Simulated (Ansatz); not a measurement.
CaB2:

```
Ca B
1.0
     3.22643    0.00000    0.00000
    -1.61322    2.79417    0.00000
     0.00000    0.00000    4.06739
Ca B
1 2
Direct
  0.00000 0.00000 0.00000
  0.66667 0.33333 0.50000
  0.33333 0.66667 0.50000
```

The cell comes from a database or a generator and needn't be the stable form of this composition.

| Quantity | Value |
| --- | --- |
| Program | Ansatz 0.2.0 |
| Task | single point |
| Functional | PBE |
| Potentials or basis | Ansatz PAW |
| Cutoff | 420 eV (not typed: the program's choice for these potentials) |
| k mesh | 9 × 9 × 7 |
| Occupations | fermi-dirac, width 0.05 eV |
| Spin | no spin polarisation |

On this cell: pressure -0.4 GPa; largest force under 0.003 eV/Å; band gap on the k mesh none (metal or under the smearing width).

The same run follows on a disturbed copy (atoms moved at random, drawn with an rms of 0.05 Å):

```xyz
3
Lattice="3.2264 0.0000 0.0000 -1.6132 2.7942 0.0000 0.0000 0.0000 4.0674" Properties=species:S:1:pos:R:3 pbc="T T T"
Ca   -0.0071   -0.0009   -0.0016
B     1.6242    0.9237    2.0263
B     0.0261    1.8827    2.0656
```

**Question.** What changes?

**Answer.** The energy (extrapolated to zero smearing) moves by +3.1 meV/atom; pressure -0.3 GPa; largest force 0.388 eV/Å; band gap on the k mesh none (metal or under the smearing width).

Forces in eV/Å, atoms in the order of the input:
```
Ca   0.103  0.029  0.099
B   -0.015  0.034  0.274
B   -0.088 -0.062 -0.373
```

Stress tensor (GPa, compression positive):
```
-0.13  0.32  0.05
 0.32 -0.97  0.04
 0.05  0.04  0.13
```
